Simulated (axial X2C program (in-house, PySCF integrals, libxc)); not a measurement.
**All-electron X2C curves of SbNa⁺**

What are the state, bond length, wavenumber and bond energy of SbNa⁺, and what does spin–orbit coupling change?

Program: an in-house X2C program for linear molecules on PySCF integrals. Level of theory: all-electron X2C, Sb dyall-cv3z, Na dyall-cv3z. These are calculated values, not measurements.

## (1) Input

task.json

```json
{"zs": [51, 11], "q": 1, "bas": ["dyall-cv3z", "dyall-cv3z"], "levels": ["PBE0", "HF", "B3LYP"], "cc": true, "r0": 2.95, "thr": -1.0, "nmax": 90, "npts": 10, "nst": 2, "ntry": 6}
```

Keys: zs atomic numbers; q charge; bas basis sets; levels methods (HF also brings MP2); cc coupled cluster on or off; r0 starting distance in Å; thr threshold in hartree for freezing inner shells (an s shell follows its p shell); nmax most natural virtual spinors; npts points asked for on the curve; nst determinants followed; ntry starts of the search.

Command:

```
python so2c.py task.json out
```

Spin-free means the one-electron spin-free X2C Hamiltonian; two-component (2c) means X2C with spin–orbit coupling and atomic mean-field two-electron Coulomb and Gaunt terms. Basis: Sb dyall-cv3z contracted to [11s12p8d4f1g], Na dyall-cv3z contracted to [9s8p5d2f]; Gaussian nuclei, density fitting. Masses: Sb 120.904 u, Na 22.990 u.

Notation: σ, π±, δ± give the projection m of an orbital's angular momentum (0, ±1, ±2), α and β its spin, Λ and M_S the sums; ω is the projection of a spinor's total angular momentum and Ω the sum. Logs are in hartree.

The results follow Hamiltonian by Hamiltonian and level by level.

## (2) Which state to follow

PBE0 moves the distance from 2.950 Å to 3.291 Å and compares determinants there.

Spin-free determinants:

```csv
ΔE (eV),state,open shells
0.00,"M_S = 3/2, Λ = 0","beyond closed shells: σα, π+α, π-α"
0.58,"M_S = 1/2, Λ = 0","beyond closed shells: σβ, π+α, π-α"
0.94,"M_S = 1/2, Λ = 1",beyond closed shells: π+α
1.16,"M_S = 1/2, Λ = 2","beyond closed shells: σα, π+α, π+β"
1.16,"M_S = 1/2, Λ = 0","beyond closed shells: σα, π+β, π-α"
2.27,"M_S = 1/2, Λ = 1","beyond closed shells: π+α, π+β, π-α"
4.64,"M_S = 3/2, Λ = 1","beyond closed shells: 2 × σα, π+α"
```

Two-component determinants:

| ΔE (eV) | state | open shells |
| --- | --- | --- |
| 0.00 | Ω = 3/2 | excess of +ω over −ω: ω = 3/2 |
| 0.61 | Ω = 1/2 | excess of +ω over −ω: ω = 1/2 |
| 0.65 | Ω = 1/2 | excess of +ω over −ω: 2 × ω = -1/2, ω = 3/2 |
| 1.22 | Ω = 5/2 | excess of +ω over −ω: 2 × ω = 1/2, ω = 3/2 |
| 1.57 | Ω = 1/2 | excess of +ω over −ω: ω = 1/2 |
| 6.58 | Ω = 7/2 | excess of +ω over −ω: ω = 1/2, 2 × ω = 3/2 |
| 6.67 | Ω = 5/2 | excess of +ω over −ω: ω = -1/2, 2 × ω = 3/2 |

## (3) PBE0, spin-free

State followed: M_S = 3/2, Λ = 0 (beyond closed shells: σα, π+α, π-α). The scan is laid around 3.291 Å, a first estimate of the minimum, and this SCF restarts from the orbitals of the search.

The SCF at the reference distance of 3.291 Å:

```text
spin-free X2C-1e  PBE0
basis functions 196  fitting functions 974  grid points 5089
iter        total energy     max residual
   1      -6642.682126373     2.81e-05
   2      -6642.682126382     2.54e-05
   3      -6642.682126389     5.80e-06
   4      -6642.682126389     2.57e-06
converged
one-electron -9298.02623089  Coulomb 2751.18269593  exact exchange -45.82001241  xc functional -140.22472164  nuclear repulsion 90.20614261
```

Along the bond, energies from the lowest point:

```
R (Å)  E (eV)  μ (D)  HOMO (eV)  LUMO (eV)  iterations
2.863  0.1219   8.48     -11.29      -8.14           9
2.995  0.0494   9.01     -11.15      -8.03           8
3.094  0.0186   9.42     -11.05      -7.95           8
3.192  0.0040   9.84     -10.94      -7.85           8
3.291  0.0000  10.27     -10.85      -7.76           4
3.406  0.0054  10.78     -10.74      -7.65           8
3.521  0.0192  11.30     -10.63      -7.54           8
3.670  0.0425  11.99     -10.49      -7.39           8
3.850  0.0776  12.85     -10.33      -7.22           8
4.114  0.1291  14.14     -10.11      -6.98           8
```

Dipoles are positive if Na is the positive end and refer to the centre of mass.

Outer orbitals at the reference distance:

```csv
symmetry,occupied,ε (eV),atomic character
σα,yes,-19.74,"89% Sb s, 5% Na p, 4% Na d"
σβ,yes,-16.98,"89% Sb s, 5% Na p, 4% Na d"
σα,yes,-11.44,"83% Sb p, 8% Na s, 6% Na p"
π+α,yes,-10.85,"96% Sb p, 2% Na d"
π-α,yes,-10.85,"96% Sb p, 2% Na d"
σβ,no,-7.76,"72% Sb p, 21% Na s, 4% Na p"
π+β,no,-6.92,"93% Sb p, 4% Na p, 3% Na d"
π-β,no,-6.92,"93% Sb p, 4% Na p, 3% Na d"
σα,no,-5.99,"82% Na s, 7% Sb p, 5% Na p"
```

PBE0 fields in the half plane through the axis: z from -2.4 to 5.4 Å across, distance from the axis 0.15 to 2.25 Å upwards; Sb lies at z = 0 and Na at z = 3.291 Å; the ELF is damped to zero where the density is low.

log10 density (e/bohr³). Ten even steps from '0' (-6.22 ) to '9' (1.83 ):
```
223333444444333332222111000
233344444444443333222211000
233444555554444333333221100
334445555555544444443332110
334455566665554444454433211
344556667666555445666543211
344556778776555556777654321
344556789876655556888654321
```

ELF. Ten even steps from '0' (0.00 ) to '9' (0.86 ):
```
000023556554321000000000000
001256788876543200000000000
002578999988765310000000000
014789988899887300000000000
036888754578997200011000000
147886333336897101565300000
147874388833797006999620000
257863658563797018929830000
```

Re = 3.282 Å, ωe = 110.2 cm⁻¹, ωexe = 1.17 cm⁻¹, Be = 0.08104 cm⁻¹, De = 0.368 eV, μ = 10.23 D.

## (4) HF, spin-free

The SCF at the reference distance of 3.291 Å:

```text
spin-free X2C-1e  HF
basis functions 196  fitting functions 974  grid points 5089
iter        total energy     max residual
   1      -6639.917441980     3.45e-01
   2      -6639.937066790     5.64e-03
   3      -6639.937463341     8.12e-04
   4      -6639.937507919     5.70e-04
   5      -6639.937519234     3.68e-04
   6      -6639.937525482     2.40e-04
   7      -6639.937528243     1.11e-04
   8      -6639.937528810     2.86e-05
   9      -6639.937528861     8.64e-06
  10      -6639.937528869     3.69e-06
  11      -6639.937528869     1.85e-06
converged
one-electron -9297.47391226  Coulomb 2750.70054181  exact exchange -183.37030104  xc functional 0.00000000  nuclear repulsion 90.20614261
```

Re = 3.384 Å, ωe = 100.1 cm⁻¹, ωexe = 1.08 cm⁻¹, Be = 0.07623 cm⁻¹, De = 0.284 eV, μ = 11.00 D.

## (5) B3LYP, spin-free

The SCF at the reference distance of 3.291 Å:

```text
spin-free X2C-1e  B3LYP
basis functions 196  fitting functions 974  grid points 5089
iter        total energy     max residual
   1      -6643.210192305     8.04e-02
   2      -6643.211654484     1.93e-03
   3      -6643.211663377     7.39e-04
   4      -6643.211668777     2.52e-04
   5      -6643.211669535     2.21e-05
   6      -6643.211669548     9.49e-06
   7      -6643.211669550     3.19e-06
converged
one-electron -9297.92585094  Coulomb 2751.06897785  exact exchange -36.65123373  xc functional -149.90970534  nuclear repulsion 90.20614261
```

Re = 3.296 Å, ωe = 108.0 cm⁻¹, ωexe = 1.1 cm⁻¹, Be = 0.08035 cm⁻¹, De = 0.377 eV, μ = 10.19 D.

## (6) Correlated methods, spin-free

Correlated methods: 5 electrons correlated (frozen shells, counted by type: Sb 4 s, 3 p, 2 d; Na 2 s, 1 p), 281 virtual spinors in MP2, 53 natural virtuals in coupled cluster.

Output of the correlated part at 3.291 Å:

```text
correlated 5  virtual 281  natural virtual 53  E(MP2) -0.062092884  MP2 remainder -0.001470635
iter   CCSD correlation   residual
   1     -0.070579775   7.48e-02
   2     -0.073121075   2.04e-02
   3     -0.073233487   3.76e-03
   4     -0.073232408   7.45e-04
   5     -0.073230004   1.94e-04
   6     -0.073231962   6.34e-05
   7     -0.073231467   1.04e-05
   8     -0.073231543   2.16e-06
   9     -0.073231540   5.71e-07
(T) -0.002487147  T1 0.0065  D1 0.0101  max T2 0.071
```

T1 in the output is the amplitude norm over the root of the electron number; divide by √2 for the Lee–Taylor value.

MP2: Re = 3.376 Å, ωe = 100.6 cm⁻¹, Be = 0.07656 cm⁻¹, De = 0.285 eV.

CCSD: Re = 3.374 Å, ωe = 101.0 cm⁻¹, ωexe = 1.11 cm⁻¹, Be = 0.07666 cm⁻¹, De = 0.285 eV. T1 at Re = 0.005 (Lee–Taylor, the printed value over √2).

CCSD(T): Re = 3.374 Å, ωe = 101.0 cm⁻¹, ωexe = 1.11 cm⁻¹, Be = 0.07666 cm⁻¹, De = 0.286 eV. T1 at Re = 0.005 (Lee–Taylor, the printed value over √2).

## (7) A higher determinant, spin-free

State: M_S = 1/2, Λ = 0 (beyond closed shells: σβ, π+α, π-α).

Output at the reference distance:

```text
spin-free X2C-1e  PBE0
basis functions 196  fitting functions 974  grid points 5089
iter        total energy     max residual
   1      -6642.660835330     2.82e-05
   2      -6642.660835335     2.91e-05
   3      -6642.660835341     2.85e-06
   4      -6642.660835341     1.60e-06
converged
one-electron -9297.76842151  Coulomb 2750.92369345  exact exchange -45.81253367  xc functional -140.20971623  nuclear repulsion 90.20614261
```

```
R (Å)  E above the lowest PBE0 point (eV)
2.863                               0.735
2.995                               0.649
3.094                               0.610
3.192                               0.589
3.291                               0.579
3.406                               0.580
3.521                               0.590
3.670                               0.610
3.850                               0.644
```

Re = 3.339 Å, ωe = 107.4 cm⁻¹, ωexe = 0.984 cm⁻¹, Be = 0.07828 cm⁻¹, μ = 10.31 D. ⟨S²⟩ = 1.76 against 0.75 for a pure state, so this determinant mixes spins. Te = 0.58 eV.

## (8) The spin-free curves together

Energy (eV) of the followed determinant, spin-free, from each level's lowest point:

```
R (Å)   PBE0     HF    MP2   CCSD  CCSD(T)  B3LYP
2.863  0.122  0.177  0.174    n/a      n/a  0.127
2.995  0.049  0.084  0.081  0.081    0.081  0.053
3.094  0.019  0.042  0.040  0.039    0.039  0.021
3.192  0.004  0.016  0.015  0.014    0.014  0.005
3.291  0.000  0.003  0.003  0.002    0.002  0.000
3.406  0.005  0.000  0.000  0.000    0.000  0.004
3.521  0.019  0.006  0.006  0.006    0.006  0.017
3.670  0.042  0.021  0.022  0.022    0.023  0.039
3.850  0.078  0.047  0.048    n/a      n/a  0.073
4.114  0.129  0.088  0.090    n/a      n/a  0.124
```

## (9) PBE0, 2c

State followed: Ω = 3/2 (excess of +ω over −ω: ω = 3/2). The scan is laid around 3.291 Å, a first estimate of the minimum, and this SCF restarts from the orbitals of the search.

Output at 3.291 Å:

```text
two-component X2C + atomic mean field  PBE0
basis functions 196  fitting functions 974  grid points 5089
iter        total energy     max residual
   1      -6639.942580302     2.15e-05
   2      -6639.942580326     1.06e-05
   3      -6639.942580331     7.02e-06
   4      -6639.942580336     1.76e-06
   5      -6639.942580336     9.10e-07
converged
one-electron -9290.15569192  Coulomb 2749.73678915  exact exchange -45.79270007  xc functional -140.14685418  nuclear repulsion 90.20614261  atomic mean-field constant -3.79026592
```

Along the bond, energies from the lowest point:

```
R (Å)  E (eV)  μ (D)  HOMO (eV)  LUMO (eV)  iterations
2.863  0.1201   8.48     -11.04      -8.12          11
2.995  0.0480   9.01     -10.90      -8.01           9
3.094  0.0177   9.42     -10.80      -7.92           8
3.192  0.0035   9.84     -10.70      -7.83           8
3.291  0.0000  10.27     -10.60      -7.74           5
3.406  0.0059  10.78     -10.49      -7.63           9
3.521  0.0202  11.30     -10.38      -7.52           9
3.670  0.0441  11.99     -10.24      -7.38          10
3.850  0.0797  12.86     -10.08      -7.21          10
4.114  0.1317  14.15      -9.86      -6.97          10
```

Dipoles are positive if Na is the positive end and refer to the centre of mass.

Outer spinors at the reference distance:

```json
{"ω": "1/2", "occupied": "yes", "ε (eV)": "-19.68", "atomic character": "89% Sb s, 5% Na p, 4% Na d", "λ mixture": "100% σ"}
{"ω": "-1/2", "occupied": "yes", "ε (eV)": "-17.00", "atomic character": "89% Sb s, 5% Na p, 4% Na d", "λ mixture": "100% σ"}
{"ω": "1/2", "occupied": "yes", "ε (eV)": "-11.41", "atomic character": "83% Sb p, 8% Na s, 6% Na p", "λ mixture": "99% σ, 1% π"}
{"ω": "-1/2", "occupied": "yes", "ε (eV)": "-11.09", "atomic character": "96% Sb p, 2% Na d", "λ mixture": "97% π, 3% σ"}
{"ω": "3/2", "occupied": "yes", "ε (eV)": "-10.60", "atomic character": "95% Sb p, 2% Na d, 2% Na p", "λ mixture": "100% π"}
{"ω": "-1/2", "occupied": "no", "ε (eV)": "-7.74", "atomic character": "72% Sb p, 21% Na s, 4% Na p", "λ mixture": "97% σ, 3% π"}
{"ω": "1/2", "occupied": "no", "ε (eV)": "-7.11", "atomic character": "92% Sb p, 4% Na p, 3% Na d", "λ mixture": "98% π, 2% σ"}
{"ω": "-3/2", "occupied": "no", "ε (eV)": "-6.76", "atomic character": "92% Sb p, 4% Na p, 3% Na d", "λ mixture": "100% π"}
{"ω": "1/2", "occupied": "no", "ε (eV)": "-5.97", "atomic character": "81% Na s, 8% Sb p, 5% Na p", "λ mixture": "99% σ, 1% π"}
```

PBE0 fields in the half plane through the axis: z from -2.4 to 5.4 Å across, distance from the axis 0.15 to 2.25 Å upwards; Sb lies at z = 0 and Na at z = 3.291 Å; the ELF is damped to zero where the density is low.

log10 density (e/bohr³). Ten even steps from '0' (-6.21 ) to '9' (1.83 ):
```
223333444444333332222111000
233344444444443333222211000
233444555554444333333221100
334445555555544444443332110
334455566665554444454433211
344556667666555445666543211
344556778776555556777654321
344556789876655556888654321
```

ELF. Ten even steps from '0' (0.00 ) to '9' (0.86 ):
```
000023555554321000000000000
001256788776543200000000000
002578999988765310000000000
014789988888887300000000000
036888754578987200011000000
146886333336897101565300000
147874388833797006999620000
257863658563797018929830000
```

Re = 3.276 Å, ωe = 111.1 cm⁻¹, ωexe = 1.18 cm⁻¹, Be = 0.08131 cm⁻¹, De = 0.368 eV, μ = 10.20 D.

## (10) HF, 2c

Output at 3.291 Å:

```text
two-component X2C + atomic mean field  HF
basis functions 196  fitting functions 974  grid points 5089
iter        total energy     max residual
   1      -6637.173826364     3.44e-01
   2      -6637.193660929     5.68e-03
   3      -6637.194167153     1.33e-03
   4      -6637.194268276     1.01e-03
   5      -6637.194306657     8.01e-04
   6      -6637.194341624     4.70e-04
   7      -6637.194357646     1.40e-04
   8      -6637.194359021     4.93e-05
   9      -6637.194359139     3.01e-05
  10      -6637.194359176     2.28e-05
  11      -6637.194359199     1.77e-05
  12      -6637.194359225     1.25e-05
  13      -6637.194359249     4.38e-06
  14      -6637.194359253     1.71e-06
  15      -6637.194359253     4.97e-07
converged
one-electron -9289.57779764  Coulomb 2749.23044419  exact exchange -183.26288250  xc functional 0.00000000  nuclear repulsion 90.20614261  atomic mean-field constant -3.79026592
```

Re = 3.380 Å, ωe = 100.7 cm⁻¹, ωexe = 1.09 cm⁻¹, Be = 0.07639 cm⁻¹, De = 0.284 eV, μ = 10.98 D.

## (11) B3LYP, 2c

Output at 3.291 Å:

```text
two-component X2C + atomic mean field  B3LYP
basis functions 196  fitting functions 974  grid points 5089
iter        total energy     max residual
   1      -6640.471906502     8.04e-02
   2      -6640.473563360     1.94e-03
   3      -6640.473645997     7.43e-04
   4      -6640.473671932     4.59e-04
   5      -6640.473683779     3.45e-04
   6      -6640.473694882     1.46e-04
   7      -6640.473697183     3.25e-05
   8      -6640.473697298     1.16e-05
   9      -6640.473697307     6.60e-06
  10      -6640.473697310     2.14e-06
  11      -6640.473697310     1.81e-07
converged
one-electron -9290.06973949  Coulomb 2749.63521628  exact exchange -36.62860992  xc functional -149.82644087  nuclear repulsion 90.20614261  atomic mean-field constant -3.79026592
```

Re = 3.284 Å, ωe = 110.4 cm⁻¹, ωexe = 1.14 cm⁻¹, Be = 0.08093 cm⁻¹, De = 0.380 eV, μ = 10.12 D.

## (12) MP2 and beyond, 2c

Correlated methods: 5 electrons correlated (frozen shells, counted by type: Sb 4 s, 3 p, 2 d; Na 2 s, 1 p), 281 virtual spinors in MP2, 53 natural virtuals in coupled cluster.

Output of the correlated part at 3.291 Å:

```text
correlated 5  virtual 281  natural virtual 53  E(MP2) -0.062118680  MP2 remainder -0.001492520
iter   CCSD correlation   residual
   1     -0.070633641   7.52e-02
   2     -0.073225290   2.14e-02
   3     -0.073365277   5.82e-03
   4     -0.073383991   3.34e-03
   5     -0.073399169   2.05e-03
   6     -0.073415675   8.64e-04
   7     -0.073407020   5.51e-04
   8     -0.073411456   2.38e-04
   9     -0.073411909   8.81e-05
  10     -0.073411301   3.17e-05
  11     -0.073411349   1.06e-05
  12     -0.073411358   7.06e-06
(T) -0.002466339  T1 0.0141  D1 0.0214  max T2 0.071
```

MP2: Re = 3.373 Å, ωe = 100.9 cm⁻¹, Be = 0.07669 cm⁻¹, De = 0.284 eV.

CCSD: Re = 3.370 Å, ωe = 101.6 cm⁻¹, ωexe = 1.12 cm⁻¹, Be = 0.07685 cm⁻¹, De = 0.285 eV. T1 at Re = 0.010 (Lee–Taylor, the printed value over √2).

CCSD(T): Re = 3.370 Å, ωe = 101.6 cm⁻¹, ωexe = 1.12 cm⁻¹, Be = 0.07685 cm⁻¹, De = 0.286 eV. T1 at Re = 0.010 (Lee–Taylor, the printed value over √2).

## (13) A higher determinant, 2c

State: Ω = 1/2 (excess of +ω over −ω: ω = 1/2).

Output at the reference distance:

```text
two-component X2C + atomic mean field  PBE0
basis functions 196  fitting functions 974  grid points 5089
iter        total energy     max residual
   1      -6639.920077939     1.45e-06
   2      -6639.920077940     1.58e-06
converged
one-electron -9289.91893273  Coulomb 2749.47143846  exact exchange -45.77588821  xc functional -140.11257214  nuclear repulsion 90.20614261  atomic mean-field constant -3.79026592
```

```
R (Å)  E above the lowest PBE0 point (eV)
2.863                               0.730
2.995                               0.650
3.094                               0.620
3.192                               0.609
3.291                               0.612
3.406                               0.628
3.521                               0.653
3.670                               0.691
3.850                               0.742
```

Re = 3.215 Å, ωe = 136.5 cm⁻¹, ωexe = 1.35 cm⁻¹, Be = 0.08444 cm⁻¹, μ = 9.34 D. Te = 0.61 eV.

## (14) The 2c curves together

Energy (eV) of the followed determinant, 2c, from each level's lowest point:

```
R (Å)   PBE0     HF    MP2   CCSD  CCSD(T)  B3LYP
2.863  0.120  0.176  0.172    n/a      n/a  0.124
2.995  0.048  0.083  0.080  0.079    0.080  0.051
3.094  0.018  0.041  0.039  0.038    0.038  0.019
3.192  0.004  0.015  0.014  0.014    0.014  0.004
3.291  0.000  0.003  0.002  0.002    0.002  0.000
3.406  0.006  0.000  0.000  0.000    0.000  0.005
3.521  0.020  0.006  0.006  0.007    0.007  0.019
3.670  0.044  0.022  0.023  0.023    0.023  0.042
3.850  0.080  0.048  0.049    n/a      n/a  0.078
4.114  0.132  0.090  0.090    n/a      n/a  0.130
```

The whole job took 87 s on 1 thread of Arm Neoverse V1, shared host.

## (15) Results

Lowest determinant that the search found at its distance, spin-free: M_S = 3/2, Λ = 0 (beyond closed shells: σα, π+α, π-α).

Lowest determinant that the search found at its distance, 2c: Ω = 3/2 (excess of +ω over −ω: ω = 3/2).

| Hamiltonian | level | Re (Å) | ωe (cm⁻¹) | De (eV) | μ (D) |
| --- | --- | --- | --- | --- | --- |
| spin-free | PBE0 | 3.282 | 110.2 | 0.368 | 10.23 |
| spin-free | HF | 3.384 | 100.1 | 0.284 | 11.00 |
| spin-free | MP2 | 3.376 | 100.6 | 0.285 | n/a |
| spin-free | CCSD | 3.374 | 101.0 | 0.285 | n/a |
| spin-free | CCSD(T) | 3.374 | 101.0 | 0.286 | n/a |
| spin-free | B3LYP | 3.296 | 108.0 | 0.377 | 10.19 |
| 2c | PBE0 | 3.276 | 111.1 | 0.368 | 10.20 |
| 2c | HF | 3.380 | 100.7 | 0.284 | 10.98 |
| 2c | MP2 | 3.373 | 100.9 | 0.284 | n/a |
| 2c | CCSD | 3.370 | 101.6 | 0.285 | n/a |
| 2c | CCSD(T) | 3.370 | 101.6 | 0.286 | n/a |
| 2c | B3LYP | 3.284 | 110.4 | 0.380 | 10.12 |

Dipoles are positive if Na is the positive end and refer to the centre of mass.

Time per point (s) on 1 thread of Arm Neoverse V1, shared host (2c runs; CCSD comes with the CCSD(T) run); the times are rough: PBE0 0.58, HF 0.59, MP2 0.66, CCSD(T) 1.2, B3LYP 0.61.

What this shows: At CCSD(T), going from spin-free to two-component changes Re by -4 mÅ, ωe by +0.6 %; the spin-free picture holds up (part of it comes from the scalar share of the two-electron terms). It costs about 1.7 times the time. De moves by 0.00 eV; both De rest on single-determinant atoms, which can miss part of an open shell's spin–orbit lowering.

De refers to Sb + Na+, each in the lowest determinant found, which need not be this curve's own limit. Each curve is one determinant whose occupation by symmetry is held fixed; it was picked as the lowest of a PBE0 search that is not exhaustive. De is counted from the lowest determinant-based energies of the atoms at the same level, without counterpoise correction. Density functionals use the spin component along the axis (collinear). Coupled cluster ran in a truncated set of natural virtual spinors; the MP2 energy of the rest was added. With several unpaired electrons one determinant need not be a pure state. With the outer-core shells frozen, correlated bond lengths of heavy atoms tend to come out a few hundredths of an ångström too long.
